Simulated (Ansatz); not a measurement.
# Si62As: the cost of one run

Program: Ansatz 0.2.0. Level of theory: DFT LDA, plane waves, PAW, scalar-relativistic, collinear spin. These are calculated values, not measurements.

## (1) The system as given

The cell holds 63 atoms (AsSi62): a = 10.860 Å, b = 10.860 Å, c = 10.860 Å, α = 90.00°, β = 90.00°, γ = 90.00°.

Its coordinates follow in the input file.

## (2) Relaxing end A

input.yaml reads:

```yaml
crystal:
  lattice:
    - [10.86, 0.0, 0.0]
    - [0.0, 10.86, 0.0]
    - [0.0, 0.0, 10.86]
  atoms:
    - { symbol: Si, position: [0.4957049, -0.0046729, -0.0027533] }
    - { symbol: Si, position: [0.6271058, 0.1250552, 0.1192914] }
    - { symbol: Si, position: [0.7467372, 0.2503074, -0.0023125] }
    - { symbol: Si, position: [0.8756303, 0.3772459, 0.1252016] }
    - { symbol: Si, position: [0.7487525, -0.0026468, 0.248636] }
    - { symbol: Si, position: [0.8765426, 0.1207764, 0.3736772] }
    - { symbol: Si, position: [-0.0022557, 0.0010652, -0.0072716] }
    - { symbol: Si, position: [0.1274568, 0.1212953, 0.1275901] }
    - { symbol: Si, position: [0.2561652, 0.2526105, -0.0051644] }
    - { symbol: Si, position: [0.3747995, 0.3715722, 0.1225431] }
    - { symbol: Si, position: [0.5001872, 0.501391, -0.0004594] }
    - { symbol: Si, position: [0.6276274, 0.6258875, 0.124265] }
    - { symbol: Si, position: [0.755299, 0.7510701, 0.0023152] }
    - { symbol: Si, position: [0.8715143, 0.8747064, 0.1288798] }
    - { symbol: Si, position: [0.2543608, 0.0016339, 0.25176] }
    - { symbol: Si, position: [0.377048, 0.1247987, 0.3735927] }
    - { symbol: Si, position: [0.4965378, 0.2507311, 0.2498632] }
    - { symbol: As, position: [0.7549693, 0.4983945, 0.2520529], spin: 1.0 }
    - { symbol: Si, position: [0.8726909, 0.6274152, 0.3736494] }
    - { symbol: Si, position: [0.5019655, 0.0017321, 0.4955532] }
    - { symbol: Si, position: [0.6257077, 0.1291471, 0.6275078] }
    - { symbol: Si, position: [0.7530795, 0.2489571, 0.4999789] }
    - { symbol: Si, position: [0.8736634, 0.373683, 0.6262541] }
    - { symbol: Si, position: [0.7566866, -0.0007795, 0.7477414] }
    - { symbol: Si, position: [0.8777429, 0.1284475, 0.8704108] }
    - { symbol: Si, position: [0.0059371, 0.4954599, -0.0015531] }
    - { symbol: Si, position: [0.1280794, 0.6264911, 0.1246214] }
    - { symbol: Si, position: [0.2506761, 0.7466304, 0.0055141] }
    - { symbol: Si, position: [0.3718763, 0.8752302, 0.1273138] }
    - { symbol: Si, position: [-0.0010404, 0.2469774, 0.2504567] }
    - { symbol: Si, position: [0.1260892, 0.3751581, 0.3762992] }
    - { symbol: Si, position: [0.2509632, 0.5014244, 0.2517108] }
    - { symbol: Si, position: [0.3762482, 0.6217513, 0.3723962] }
    - { symbol: Si, position: [0.5001851, 0.7481074, 0.2518294] }
    - { symbol: Si, position: [0.6211268, 0.8727314, 0.3757572] }
    - { symbol: Si, position: [-0.0021288, 0.0051418, 0.5020204] }
    - { symbol: Si, position: [0.1270257, 0.1234971, 0.6247065] }
    - { symbol: Si, position: [0.2495004, 0.2465567, 0.4984904] }
    - { symbol: Si, position: [0.3768695, 0.3734096, 0.6275482] }
    - { symbol: Si, position: [0.4987615, 0.4998467, 0.4982541] }
    - { symbol: Si, position: [0.618819, 0.6274551, 0.6257313] }
    - { symbol: Si, position: [0.7514568, 0.750466, 0.4943786] }
    - { symbol: Si, position: [0.8742028, 0.878286, 0.6241943] }
    - { symbol: Si, position: [0.2538853, 0.0011185, 0.747877] }
    - { symbol: Si, position: [0.3756945, 0.1222971, 0.8742982] }
    - { symbol: Si, position: [0.4979687, 0.2496218, 0.7467498] }
    - { symbol: Si, position: [0.6249197, 0.374001, 0.8756175] }
    - { symbol: Si, position: [0.7511503, 0.4994715, 0.755557] }
    - { symbol: Si, position: [0.8805185, 0.6266277, 0.873248] }
    - { symbol: Si, position: [0.0020763, 0.7472631, 0.2483043] }
    - { symbol: Si, position: [0.1263867, 0.8749728, 0.3788943] }
    - { symbol: Si, position: [0.0005823, 0.5022184, 0.4998902] }
    - { symbol: Si, position: [0.1279225, 0.6245119, 0.6260622] }
    - { symbol: Si, position: [0.2492017, 0.7507638, 0.4992789] }
    - { symbol: Si, position: [0.3734095, 0.8718028, 0.6261746] }
    - { symbol: Si, position: [-0.0027677, 0.2491124, 0.7508612] }
    - { symbol: Si, position: [0.1225748, 0.3803769, 0.8751841] }
    - { symbol: Si, position: [0.250713, 0.5030453, 0.7499016] }
    - { symbol: Si, position: [0.3775996, 0.6245017, 0.8736561] }
    - { symbol: Si, position: [0.502178, 0.747608, 0.7452553] }
    - { symbol: Si, position: [0.6281672, 0.8754288, 0.8735066] }
    - { symbol: Si, position: [-0.0016057, 0.7473968, 0.7500409] }
    - { symbol: Si, position: [0.1236863, 0.8801146, 0.8718516] }
magnetization:
  spin_polarized: true
basis:
  ecutwfc: 420.0
kpoints:
  mp_grid: { grid: [1, 1, 1] }
hamiltonian:
  xc: lda
  pseudopotentials: { kind: paw, azcp: { folder: soft_1 } }
scf:
  occupations: { method: gaussian, width: 0.05 }
  lower_state_search: "off"
relax:
  f_tol: 0.03
  max_steps: 60
  adjacent_minimum: "off"
output:
  write_density: true
  write_potential: true
  elf: true
  volumetric_format: npy
```

Command:

```
ansatz run input.yaml --threads 4 --pin off --max-ram 10240MiB --backend cpu --events-out ev --progress --plain --runs-dir out
```

Q: Estimate wall time and peak memory on 4 threads of Arm Neoverse V1, shared host.

About 1.8 min, with a peak of 1.6 GiB.
